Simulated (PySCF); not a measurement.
# C2H6O2Se: the cost of one run

Programs: PySCF 2.14.0, with routines of our own; each step states its level. All values are computed. Atoms count from 0.

## 1. The starting structure

11 atoms, charge 0, multiplicity 1; geometry from: GFN2-xTB.

## 2. Optimising the geometry at PBE0-D3(BJ)/def2-SVP

What the job is given:

```
{"job": {"xc": "PBE0", "basis": "def2-SVP", "d3": "d3bj", "grid": 1, "maxiter": 30, "shake": 0.01, "kind": "geom"}, "charge": 0, "multiplicity": 1}
C      1.478680     0.578630    -0.084910
Se     0.052800    -0.704460    -0.398700
C     -1.532560     0.048750     0.444470
O      0.475010    -2.052770     0.307480
O     -0.201110    -0.844270    -1.955890
H      1.177100     1.547970    -0.559320
H      2.359200     0.190320    -0.562330
H      1.629100     0.719540     0.974120
H     -2.311390    -0.668140     0.307150
H     -1.758910     0.993440    -0.011210
H     -1.329810     0.165160     1.523460
```

The run is started by

```sh
> OMP_NUM_THREADS=1 python heavy_run.py task.json out
```

The driver reads the jobs from task.json and runs them one after another.

**Question.** How long does this first job take on 1 thread of Arm Neoverse V2, shared host, and how much memory does it need?

About 28 s, with a peak of 0.49 GiB.
